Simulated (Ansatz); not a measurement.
# CdS: the band gap up the ladder of functionals

An exercise on one series of results from a longer session: the logs are not shown, and one member is left open.

Code: Ansatz 0.2.0. PAW datasets, plane waves. No spin polarisation. The prototype was imposed, so other structures may be more stable.

### The structure to begin with

The cell was relaxed beforehand with r2SCAN.

Space group P6_3mc (No. 186), hexagonal; a = 4.161 Å, c = 13.554 Å in the conventional setting, 25.40 Å³ an atom. Cd has 4 S at 2.54–2.55 Å; Cd has 4 S at 2.55 Å; S has 4 Cd at 2.55 Å; S has 4 Cd at 2.54–2.55 Å.

The structure in full:

Space group P6_3mc (No. 186). a = 4.161 Å, b = 4.161 Å, c = 13.554 Å, α = 90.00°, β = 90.00°, γ = 120.00°
| atom | site | symmetry | x | y | z |
| --- | --- | --- | --- | --- | --- |
| Cd | 2a | 3m. | 0.0000 | 0.0000 | 0.9997 |
| Cd | 2b | 3m. | 0.3333 | 0.6667 | 0.2499 |
| S | 2a | 3m. | 0.0000 | 0.0000 | 0.1876 |
| S | 2b | 3m. | 0.3333 | 0.6667 | 0.4378 |

The first run:

File input.yaml:

```yaml
crystal:
  lattice:
    - [4.1605990937, 0.0, 0.0]
    - [-2.0802995468, 3.6031845101, 0.0]
    - [0.0, 0.0, 13.5541938948]
  atoms:
    - { symbol: Cd, position: [0.0, 0.0, -0.0003495458] }
    - { symbol: Cd, position: [0.3333333333, 0.6666666667, 0.2498897449] }
    - { symbol: Cd, position: [0.0, 0.0, 0.4996504542] }
    - { symbol: Cd, position: [0.6666666667, 0.3333333333, 0.7498897449] }
    - { symbol: S, position: [0.0, 0.0, 0.1876440827] }
    - { symbol: S, position: [0.3333333333, 0.6666666667, 0.4378157182] }
    - { symbol: S, position: [0.0, 0.0, 0.6876440827] }
    - { symbol: S, position: [0.6666666667, 0.3333333333, 0.9378157182] }
kpoints:
  mp_grid: { grid: [12, 12, 2] }
  band_path:
    path:
      - [[0.0, 0.0, 0.0], [0.5, 5.806760878965e-17, -1.420064914026e-34], [0.3333333333333, 0.3333333333333, -4.676294579512e-35], [0.0, 0.0, 0.0], [-5.125535173466e-53, -1.817434671669e-52, 0.5], [0.5, 5.806760878965e-17, 0.5], [0.3333333333333, 0.3333333333333, 0.5], [-5.125535173466e-53, -1.817434671669e-52, 0.5]]
      - [[0.5, 5.806760878965e-17, 0.5], [0.5, 5.806760878965e-17, -1.420064914026e-34]]
      - [[0.3333333333333, 0.3333333333333, 0.5], [0.3333333333333, 0.3333333333333, -4.676294579512e-35]]
    npoints: 10
hamiltonian:
  xc: pbe
scf:
  occupations: { method: fermi_dirac, width: 0.02 }
  n_extra_bands: 6
output:
  forces: true
  stress: true
  eigenvalues: true
  write_density: true
  write_potential: true
  elf: true
  volumetric_format: npy
```

Started as:

```console
ansatz run input.yaml --threads 2 --pin off --max-ram 20275MiB --backend cpu --events-out ev --progress --plain --runs-dir out
```

Steps of the session up to this table: PBE band path; r2SCAN; HSE06 at the same geometry; Single point with PBE+SOC; PBE0.

One of the session's tables, all rows but one given; the rest of the session is left out.

```
  level  gap (eV)
    PBE      1.13
 r2SCAN      1.59
  HSE06      2.15
PBE+SOC      1.12
   PBE0         ?
```

**Question.** Estimate the row for PBE0.

The run gave: gap (eV): 2.79. In the column «gap (eV)» it is the highest.

Meshes: PBE 12×12×2, r2SCAN 12×12×2, HSE06 6×6×2, PBE+SOC 12×12×2, PBE0 6×6×2

What this shows: PBE+SOC gives the least gap, 1.12 eV, and PBE0 the largest, 2.79 eV. Against HSE06, PBE is short by 1.02 eV, at 53 % of it, and r2SCAN 74 %. PBE0 lies 0.64 eV above HSE06, which differs from it by screening the long-range exchange.

Limits of these values: Warnings in the runs' records: stress exchange threshold loose, stress scf threshold loose.
